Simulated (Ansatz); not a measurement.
# GaMg: the cost of one run

Computed with Ansatz 0.2.0, Gaussian basis. Level: def2-QZVPP, all electrons in the functionals, frozen cores in the correlation of double hybrids and RPA.

The runs, in order: wB97M-V, B2PLYP, at charge 1, triplet; charge 0, doublet; charge 0, quartet; charge 1, singlet; charge 1, quintet.

10 further runs of the same task are left out: 10 set aside as unsound or not needed.

## Step 1: What is computed

The geometry is a PBE0/def2-TZVP stationary point (not a proven minimum). No spin-orbit coupling is included. The filled d shell of Ga may be among the frozen orbitals whatever the setting's name suggests; the logs give the count.

2 atoms, charge 1, spin multiplicity 3.

Atoms are counted from 1 here; the program's logs count them from 0.

No contacts short enough for the rule that draws bonds.

No dispersion term is added; wB97M-V holds VV10 nonlocal correlation.

The geometry shown and the zero of energy belong to the point charge 1, triplet. The yardstick, RCCSD(T), and other wave-function levels (R restricted, U unrestricted, valence and pair active spaces) come from earlier runs.

## Step 2: wB97M-V, charge 1, triplet

Contents of in.yaml:

```yaml
crystal:
  periodic: [false, false, false]
  atoms:
    - {symbol: Ga, position_ang: [0.000000, 0.000000, 0.000000]}
    - {symbol: Mg, position_ang: [0.000000, 0.000000, 3.413500]}
basis:
  gaussian: {orbitals: "def2-QZVPP.json"}
total_charge: 1
magnetization: {spin_polarized: true, initial_magnetization: 2}
hamiltonian: {xc: {name: wB97M-V}}
output: {orbitals: {seedname: orbitals}}
```

Command:

```sh
$ ansatz run in.yaml --threads 1 --pin off --events-out ev --progress --plain --max-ram 2393MiB
```

**Question.** How long does this run take on 1 thread of Arm Neoverse V2, shared host, and how much memory does it need?

About 73 s, with a peak of 0.62 GiB.
